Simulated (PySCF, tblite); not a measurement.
# C2H10FNSi2, a small molecule taken as a stand-in for a surface group: NMR shifts, core binding energies and electronic excitations

Aim: the NMR shifts, core binding energies and electronic excitations of `C[Si](C)(F)N[SiH3]`.

Computed with tblite 0.8.0 and PySCF 2.14.0; each step states its level. No surroundings beyond the atoms listed, unless a continuum is named. Atoms count from 0, parts from 1.

## 1. Starting point

16 atoms, charge 0, multiplicity 1; geometry: distance geometry start.

## 2. Geometry optimisation with GFN2-xTB

What the job is given:

```
{"job": {"kind": "relax", "xc": "GFN2-xTB", "basis": "xTB"}, "charge": 0, "multiplicity": 1}
Si     0.635203    -0.118020     1.406842
C      0.494951    -1.441406     2.658948
C      0.746098     1.515570     2.263084
N     -0.851033    -0.153321     0.344508
Si    -0.555503    -0.356492    -1.418529
F      1.998853    -0.355296     0.481038
H      1.314849    -2.116625     2.577307
H     -0.384077    -1.959564     2.531638
H      0.506988    -1.029112     3.603836
H      0.274681     1.450830     3.183933
H      0.291358     2.241362     1.679889
H      1.746900     1.762823     2.402226
H     -1.665392    -0.626684     0.721794
H     -1.716199    -0.891434    -2.054634
H     -0.245593     0.904216    -2.003159
H      0.524382    -1.260282    -1.615174
```

With the program's defaults for keys left out, this is: GFN2-xTB geometry optimisation, gas phase.

Started as:

```sh
> OMP_NUM_THREADS=1 python cluster_run.py task.json out
```

This one command runs all jobs of the session in turn.

**Question.** The jobs that follow are: PBE0-D3(BJ)/def2-SVP geometry optimisation, gas phase; GIAO PBE0/pcSseg-1 NMR shielding, non-relativistic, gas phase; delta-SCF UKS SCAN, pcX-2 on the ionised atom, pcseg-1 elsewhere, spin-free X2C; TDDFT CAM-B3LYP/def2-SVPD, vertical, gas phase, core orbitals frozen in the response. Predict: point group; rotational constants (main isotopes); ¹³C shifts against TMS (PBE0/pcSseg-1); ¹H shifts against TMS (PBE0/pcSseg-1); ²⁹Si shifts against TMS (PBE0/pcSseg-1); ¹⁵N shifts against NH3 (PBE0/pcSseg-1); ¹⁹F shifts against CFCl3 (PBE0/pcSseg-1); C1s binding energies, SCAN/pcX-2; Si2p binding energies, SCAN/pcX-2 (standing for 1 of 2 atoms); N1s binding energies, SCAN/pcX-2; F1s binding energies, SCAN/pcX-2; lowest singlet (CAM-B3LYP/def2-SVPD); brightest single state of those computed; lowest triplet; vertical ionisation energy (ΔSCF).

**Answer**, as computed:

```
                                                     quantity                                                            value
                                                  point group                                                               C1
                         rotational constants (main isotopes)                                             3.27, 1.31, 1.27 GHz
                       ¹³C shifts against TMS (PBE0/pcSseg-1)                                                   -0.5, -2.8 ppm
                        ¹H shifts against TMS (PBE0/pcSseg-1)  4.75, 4.61, 4.58, 0.48, 0.31, 0.23, 0.22, 0.19, 0.05, -0.04 ppm
                      ²⁹Si shifts against TMS (PBE0/pcSseg-1)                                                  14.0, -56.2 ppm
                       ¹⁵N shifts against NH3 (PBE0/pcSseg-1)                                                         28.9 ppm
                     ¹⁹F shifts against CFCl3 (PBE0/pcSseg-1)                                                       -141.7 ppm
                             C1s binding energies, SCAN/pcX-2                                          C2 290.32, C1 290.31 eV
Si2p binding energies, SCAN/pcX-2 (standing for 1 of 2 atoms)                                                    Si0 107.59 eV
                             N1s binding energies, SCAN/pcX-2                                                     N3 404.26 eV
                             F1s binding energies, SCAN/pcX-2                                                     F5 691.51 eV
                         lowest singlet (CAM-B3LYP/def2-SVPD)                                      6.69 eV (185 nm), f = 0.009
                     brightest single state of those computed                                      state 6, 8.30 eV, f = 0.092
                                               lowest triplet                                                          6.35 eV
                            vertical ionisation energy (ΔSCF)                                                          9.88 eV
```

What this shows: Over 8 steps the energy fell by 0.213 eV; of the close pairs, Si0–C2 changed most, 1.907 to 1.859 Å (PBE0/def2-SVP). No frequency check was run at this level, so the end point may be a saddle. At PBE0/pcSseg-1: Shielding is most anisotropic at Si4 (span 105 ppm, paramagnetic term -471 ppm). The C1s levels computed lie within 0.01 eV of one another, too close to rank. The lowest singlet, at 6.69 eV, is HOMO→LUMO 0.80, HOMO→LUMO+2 0.13 and is weak; of the 6 states computed, the strongest absorption comes from state 6 at 8.30 eV (the last computed, so partners may be missing). The lowest triplet lies 0.34 eV below the lowest singlet (triplets in Tamm-Dancoff, singlets in full TDDFT). ΔSCF puts the ionisation energy at 9.88 eV, 0.72 eV above −ε(HOMO). A capped cluster stands for the solid here, so long-range fields and strain are missing, and bands or shifts of the capping hydrogens have no counterpart in it.
